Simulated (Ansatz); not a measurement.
# CaO (rocksalt type): optical response by level

Aim: the dielectric function of CaO (rocksalt type) in the independent-particle picture, and how it depends on the functional and on the gap. The runs, in order: HSE06 for the gap; optics with PBE on 8×8×8; optics with r2SCAN on 8×8×8; optics with LDA on 8×8×8; optics with PBE and scissors to the HSE06 gap on 8×8×8.

Computed with Ansatz 0.2.0 (plane waves, PAW; no local fields, no excitons, unless a step's input says otherwise).

1 further run of the same task is left out (it didn't finish).

## Step 1: The starting structure

It takes space group Fm-3m (No. 225, cubic). The conventional cell has a = 4.795 Å, b = 4.795 Å, c = 4.795 Å, α = 90.00°, β = 90.00°, γ = 90.00°. Around Ca (site symmetry m-3m) lie 6 O at 2.40 Å. O (site symmetry m-3m) has 6 Ca at 2.40 Å as nearest neighbours.

Structure file:

```
Ca O
1.0
     0.00000    2.39755    2.39755
     2.39755    0.00000    2.39755
     2.39755    2.39755    0.00000
Ca O
1 1
Direct
  0.00000 0.00000 0.00000
  0.50000 0.50000 0.50000
```

The cell was relaxed beforehand with r2SCAN; those runs aren't shown.

## Step 2: A hybrid for the gap

input.yaml reads:

```yaml
crystal:
  lattice:
    - [0.0, 2.3975501188, 2.3975501188]
    - [2.3975501188, 0.0, 2.3975501188]
    - [2.3975501188, 2.3975501188, 0.0]
  atoms:
    - { symbol: Ca, position: [0.0, 0.0, 0.0] }
    - { symbol: O, position: [0.5, 0.5, 0.5] }
kpoints:
  mp_grid: { grid: [6, 6, 6] }
  band_path:
    path:
      - [0.0, 0.0, 0.0]
      - [0.5, 0.0, 0.5]
      - [0.625, 0.25, 0.625]
      - [0.375, 0.375, 0.75]
      - [0.5, 0.5, 0.5]
      - [0.5, 0.25, 0.75]
      - [0.0, 0.5, 0.5]
    npoints: 1
hamiltonian:
  xc: hse06
scf:
  occupations: { method: fixed }
  n_extra_bands: 4
output:
  forces: true
  stress: true
  eigenvalues: true
```

Launch:

```
$ ansatz run input.yaml --threads 4 --pin off --max-ram 3686MiB --backend cpu --events-out ev --progress --plain --runs-dir out
```

Further steps of the session: Optics, PBE; Optics, r2SCAN; Optics, LDA; Optics, PBE with a scissors shift.

**Question.** What will the summary of the whole plan be? Wanted: ε∞, PBE; ε∞, r2SCAN; ε∞, LDA; tallest peak of ε₂, PBE; tallest peak of ε₂, r2SCAN; tallest peak of ε₂, LDA; HSE06 direct gap.

The runs gave:

| quantity | value |
| --- | --- |
| ε∞, PBE | 3.92 |
| ε∞, r2SCAN | 3.56 |
| ε∞, LDA | 4.05 |
| ε∞, PBE + 1.71 eV scissors | 3.46 |
| tallest peak of ε₂, PBE | 7.5 at 9.60 eV |
| tallest peak of ε₂, r2SCAN | 7.2 at 10.30 eV |
| tallest peak of ε₂, LDA | 7.4 at 9.60 eV |
| tallest peak of ε₂, PBE + 1.71 eV scissors | 7.5 at 11.30 eV |
| HSE06 direct gap | 5.73 eV |

What this shows: PBE + 1.71 eV scissors has the widest direct gap (5.73 eV) and LDA the narrowest (3.86 eV); ε∞ is 3.46 and 4.05: a wider gap screens less. Local fields and excitons are left out: both change ε∞, and without excitons the onset lacks its lines.
